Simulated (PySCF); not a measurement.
# CH9GeNSi: the cost of one run

Computed with PySCF 2.14.0, with density-fitted response routines of our own, on a single molecule in the gas phase. Atoms count from 0, in the outputs and in this text.

## (1) The starting structure

13 atoms, charge 0, multiplicity 1; geometry from: GFN2-xTB. The atoms were then displaced at random by about 0.01 Å, so the start is not that level's minimum.

Bonds of the start (Å): N0–C1 1.46, C1–Ge2 1.98, Ge2–Si3 2.38, N0–H4 0.99, N0–H5 1.05, C1–H6 1.09, C1–H7 1.08, Ge2–H8 1.49, Ge2–H9 1.53, Si3–H10 1.43, Si3–H11 1.47, Si3–H12 1.47.

## (2) Optimising the geometry at PBE0-D3(BJ)/def2-SVP

What the job is given:

```
{"job": {"xc": "PBE0", "basis": "def2-SVP", "d3": "d3bj", "grid": 1, "shake": 0.01, "kind": "geom"}, "charge": 0, "multiplicity": 1}
N     -1.447060     0.532240     1.065890
C     -1.463180     0.022880    -0.298410
Ge     0.272810    -0.884950    -0.571280
Si     2.164580     0.481230    -0.086400
H     -1.462450    -0.220030     1.712100
H     -2.317720     1.096360     1.234910
H     -1.522860     0.869490    -0.985680
H     -2.291470    -0.631010    -0.519040
H      0.260090    -1.488070    -1.930700
H      0.223780    -2.128480     0.314900
H      3.373040    -0.262400    -0.263400
H      2.088030     0.950130     1.305900
H      2.128240     1.645710    -0.989110
```

The run is started by

```sh
OMP_NUM_THREADS=1 python probes_run.py task.json out
```

One launch serves the whole session: the jobs run in the order shown.

Q: Estimate the wall time and peak memory of this first job on 1 thread of Arm Neoverse V2, shared host.

About 72 s, with a peak of 0.52 GiB.
